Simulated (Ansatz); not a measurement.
# GaN₃H₆: one species, many methods

One table from this session's results is given with a row withheld; the runs are named, their logs left out.

Method: functionals in def2-TZVPP, the program's frozen cores in correlated methods; program: Ansatz 0.2.0, Gaussian basis.

The runs, in order: LDA (SPW92), PBE-D4, revPBE-D4, BLYP-D4, r2SCAN-D4, B97M-V, PBE0-D4, B3LYP-D4, r2SCANh-D4, r2SCAN0-D4, HSE06-D4, BHLYP-D4, CAM-B3LYP-D4, LC-ωPBE, ωB97X-V, ωB97M-V, B2PLYP, PBE-QIDH; CCSD(T)/def2-SVP; CCSD(T)/def2-TZVPP; MP2/def2-QZVPP; extrapolation to the limit; RPA on PBE.

### Structure used throughout

The geometry comes from an earlier relaxation with PBE0-D4 in a triple-zeta def2 set; it is a stationary point, not always the lowest conformer.

SMILES `[NH2][Ga]([NH2])[NH2]`, 10 atoms, charge 0, spin multiplicity 1.

Atoms are counted from 1 here; the program's logs count them from 0.

Bond lengths: N1–Ga2 1.824 Å, N1–H5 1.006 Å, N1–H6 1.006 Å, Ga2–N3 1.826 Å, Ga2–N4 1.824 Å, N3–H7 1.007 Å, N3–H8 1.007 Å, N4–H9 1.006 Å, N4–H10 1.006 Å. Angles: Ga2–N1–H5 120.3°, Ga2–N1–H6 120.5°, H5–N1–H6 110.4°, N1–Ga2–N3 120.0°, N1–Ga2–N4 120.0°, N3–Ga2–N4 120.0°, Ga2–N3–H7 119.6°, Ga2–N3–H8 119.6°, H7–N3–H8 110.0°, Ga2–N4–H9 120.5°, Ga2–N4–H10 120.3°, H9–N4–H10 110.4°.

The first run:

Contents of in.yaml:

```yaml
crystal:
  periodic: [false, false, false]
  atoms:
    - {symbol: N, position_ang: [-1.280005, 1.249328, -0.360092]}
    - {symbol: Ga, position_ang: [-0.004080, 0.000757, 0.016490]}
    - {symbol: N, position_ang: [-0.445967, -1.770779, 0.061270]}
    - {symbol: N, position_ang: [1.692263, 0.528343, 0.432153]}
    - {symbol: H, position_ang: [-2.145266, 0.976124, -0.795634]}
    - {symbol: H, position_ang: [-1.016761, 2.175238, -0.653881]}
    - {symbol: H, position_ang: [-1.412223, -2.040556, 0.149562]}
    - {symbol: H, position_ang: [0.139432, -2.417306, 0.564782]}
    - {symbol: H, position_ang: [2.026001, 1.436824, 0.156100]}
    - {symbol: H, position_ang: [2.446605, -0.137972, 0.429239]}
basis:
  gaussian: {orbitals: def2-TZVPP}
hamiltonian: {xc: lda}
output: {orbitals: {seedname: orbitals}}
```

Steps of the session up to this table: LDA; PBE-D4 (GGA); revPBE-D4 (GGA); BLYP-D4 (GGA); r2SCAN-D4 (meta-GGA); B97M-V (meta-GGA); PBE0-D4 (hybrid); B3LYP-D4 (hybrid); r2SCANh-D4 (hybrid); r2SCAN0-D4 (hybrid); HSE06-D4 (hybrid); BHLYP-D4 (hybrid); CAM-B3LYP-D4 (range-separated); LC-ωPBE (range-separated); ωB97X-V (range-separated); ωB97M-V (range-separated); B2PLYP (double hybrid); PBE-QIDH (double hybrid).

One of the session's tables, all rows but one given; the rest of the session is left out.

It belongs to the step «Orbital energies across the functionals». 

| functional | HOMO (eV) | gap (eV) |
| --- | --- | --- |
| LDA (SPW92) | -5.51 | 4.68 |
| PBE-D4 | -5.32 | 4.65 |
| revPBE-D4 | -5.26 | 4.67 |
| BLYP-D4 | -5.20 | 4.50 |
| r2SCAN-D4 | -5.63 | 5.46 |
| B97M-V | -5.67 | 5.11 |
| PBE0-D4 | -6.76 | 6.94 |
| B3LYP-D4 | -6.51 | 6.33 |
| r2SCANh-D4 | -6.17 | 6.28 |
| r2SCAN0-D4 | -6.98 | 7.49 |
| HSE06-D4 | -6.35 | 6.16 |
| BHLYP-D4 | -8.11 | 8.93 |
| CAM-B3LYP-D4 | ? | ? |
| LC-ωPBE | -9.65 | 11.99 |
| ωB97X-V | -9.25 | 11.33 |
| ωB97M-V | -9.16 | 10.85 |

**Question.** Estimate the row for CAM-B3LYP-D4.

**Answer.** HOMO (eV): -8.21; gap (eV): 9.19. In the column «HOMO (eV)» it lies between ωB97M-V (-9.16) and BHLYP-D4 (-8.11).
